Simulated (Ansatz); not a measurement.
Task: a phonon calculation by linear response of Li2RuN2, space group P-3m1, with the Python package of Ansatz (0.2.0). Give the script and its output. Use: PBE, PAW, the default cutoff (420 eV here), 12×12×6 k-points, cold smearing of 0.1 eV.

```cif
data_structure
_symmetry_space_group_name_H-M 'P 1'
_symmetry_Int_Tables_number 1
_cell_length_a 3.1642
_cell_length_b 3.1642
_cell_length_c 5.2115
_cell_angle_alpha 90.000
_cell_angle_beta 90.000
_cell_angle_gamma 120.000
_cell_volume 45.19
loop_
_atom_site_label
_atom_site_type_symbol
_atom_site_fract_x
_atom_site_fract_y
_atom_site_fract_z
_atom_site_occupancy
Li1 Li 0.66667 0.33333 0.36018 1
Li2 Li 0.33333 0.66667 0.63982 1
Ru1 Ru 0.00000 0.00000 0.00000 1
N1 N 0.66667 0.33333 0.78699 1
N2 N 0.33333 0.66667 0.21301 1
```

`dfpt_li2run2.py`
```python
# -*- coding: utf-8 -*-
"""Zone-centre and zone-boundary phonons of Li2RuN2 by linear response."""

from pathlib import Path
import warnings

import ansatz
import numpy as np

OCCUPATIONS = "Marzari-Vanderbilt"
SMEARING_WIDTH = 0.1
KMESH = (12, 12, 6)

warnings.simplefilter("ignore", ansatz.DeckWarning)

vectors = np.array([
    [3.164233, 0.0, 0.0],
    [-1.582116, 2.740306, 0.0],
    [0.0, 0.0, 5.21145],
])
li2run2 = (
    ansatz.Lattice.of(vectors)
    .atom("Li", [2 / 3, 1 / 3, 0.36018])
    .atom("Li", [1 / 3, 2 / 3, 0.63982])
    .atom("Ru", [0.0, 0.0, 0.0])
    .atom("N", [2 / 3, 1 / 3, 0.786989])
    .atom("N", [1 / 3, 2 / 3, 0.213011])
)

base = (
    li2run2.calculation()
    .occupations(OCCUPATIONS, width=SMEARING_WIDTH)
    .functional(ansatz.Functional.PBE)
    .kpoints(*KMESH)
    .phonons("dfpt", points=[(0, 0, 0), (0.5, 0.5, 0)])
)
result = base.run(threads=1, runs_dir="runs")
ph = result.phonons

for q in ph.qpoints:
    thz = np.asarray(q.omega_inv_cm) / 33.35641
    print("q = ({:.2f}, {:.2f}, {:.2f})".format(*q.q_frac), np.round(thz, 2) + 0.0, "THz")
```

```console
$ python dfpt_li2run2.py
q = (0.00, 0.00, 0.00) [ 0.    0.    0.    6.31  9.56  9.56  9.68  9.68 12.48 13.64 15.69 15.69
 16.17 16.17 17.41] THz
q = (0.50, 0.50, 0.00) [-8.74 -3.71 -3.09  7.83 10.52 11.15 11.44 11.47 11.79 12.23 15.21 15.28
 16.5  16.95 17.01] THz
```

What to keep in mind:
- The run is spin-unpolarised.
- The cell isn't relaxed first, so the values belong to this volume.
- A negative frequency stands for an imaginary mode.
- This cell is a computed structure, which may not be the phase found in nature.
- The structure is taken as given; imaginary modes can come from an unrelaxed or unstable start. Phonons of metals also depend on mesh and smearing.
- Run time: 7.5 min on 1 thread of AMD EPYC 7R43 64-Core Processor (Zen 3), on a shared host, peak memory 1.3 GiB.

(A comment or docstring line of the script was reworded after the run, the code is as it ran; lines on the test bed's own set-up are left out of the output.)
